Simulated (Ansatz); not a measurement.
# C3H6FNSi: how energies converge with the basis set

How large a basis does C3H6FNSi need? Two functionals are run in growing sets.

Computed with Ansatz 0.2.0, Gaussian basis. Level: one geometry, several basis sets.

Levels to be run: PBE0-D4/def2-SVP; ωB97M-V/def2-SVP; PBE0-D4/def2-QZVPP; ωB97M-V/def2-QZVPP; the functionals' def2-TZVPP values are taken from earlier runs.

### 1 The relaxed structure

The geometry comes from an earlier relaxation with PBE0-D4 in a triple-zeta def2 set; it is a stationary point, not always the lowest conformer.

SMILES `C[C@@H]1C=N[Si@H]1F`, 12 atoms, charge 0, spin multiplicity 1.

Atoms are counted from 1 here; the program's logs count them from 0.

Bond lengths: C1–C2 1.517 Å, C1–H7 1.093 Å, C1–H8 1.094 Å, C1–H9 1.092 Å, C2–C3 1.523 Å, C2–Si5 1.881 Å, C2–H10 1.095 Å, C3–N4 1.285 Å, C3–H11 1.098 Å, N4–Si5 1.765 Å, Si5–F6 1.592 Å, Si5–H12 1.481 Å. Angles: C2–C1–H7 111.7°, C2–C1–H8 111.5°, C2–C1–H9 110.9°, H7–C1–H8 107.5°, H7–C1–H9 107.6°, H8–C1–H9 107.5°, C1–C2–C3 117.3°, C1–C2–Si5 125.0°, C1–C2–H10 111.2°, C3–C2–Si5 77.3°, C3–C2–H10 109.3°, Si5–C2–H10 112.1°, C2–C3–N4 113.8°, C2–C3–H11 123.5°, N4–C3–H11 122.7°, C3–N4–Si5 87.9°, C2–Si5–N4 80.4°, C2–Si5–F6 119.0° and more.

### 2 PBE0-D4 in def2-SVP

Input file in.yaml:

```yaml
crystal:
  periodic: [false, false, false]
  atoms:
    - {symbol: C, position_ang: [0.977250, -1.103434, -0.555722]}
    - {symbol: C, position_ang: [0.448774, 0.054292, 0.269664]}
    - {symbol: C, position_ang: [-0.764704, -0.212016, 1.151329]}
    - {symbol: N, position_ang: [-1.706601, 0.650831, 1.010328]}
    - {symbol: Si, position_ang: [-0.791141, 1.333236, -0.335224]}
    - {symbol: F, position_ang: [-0.419505, 2.878406, -0.233925]}
    - {symbol: H, position_ang: [0.201519, -1.528646, -1.197510]}
    - {symbol: H, position_ang: [1.356375, -1.908531, 0.080578]}
    - {symbol: H, position_ang: [1.797685, -0.780187, -1.199300]}
    - {symbol: H, position_ang: [1.243390, 0.505128, 0.873843]}
    - {symbol: H, position_ang: [-0.844665, -1.072121, 1.829736]}
    - {symbol: H, position_ang: [-1.421478, 1.127841, -1.659698]}
basis:
  gaussian: {orbitals: def2-SVP}
hamiltonian: {xc: pbe0, dispersion: d4}
output: {orbitals: {seedname: orbitals}}
```

Command:

```
> ansatz run in.yaml --threads 4 --pin off --events-out ev --progress --plain --max-ram 10444MiB
```

The runs that follow: ωB97M-V in def2-SVP; PBE0-D4 in def2-QZVPP; ωB97M-V in def2-QZVPP.

**Question.** What will the summary of the whole plan be? Wanted: PBE0-D4: double and triple zeta above quadruple; ωB97M-V: double and triple zeta above quadruple.

As calculated:

```
                                       quantity           value
PBE0-D4: double and triple zeta above quadruple  12.32, 0.69 eV
ωB97M-V: double and triple zeta above quadruple  12.58, 0.64 eV
```

**Reading.** For PBE0-D4 the step from double to triple zeta gains 11.63 eV and the next only 0.69 eV. Total energies overstate the basis error of differences, where much of it tends to cancel.
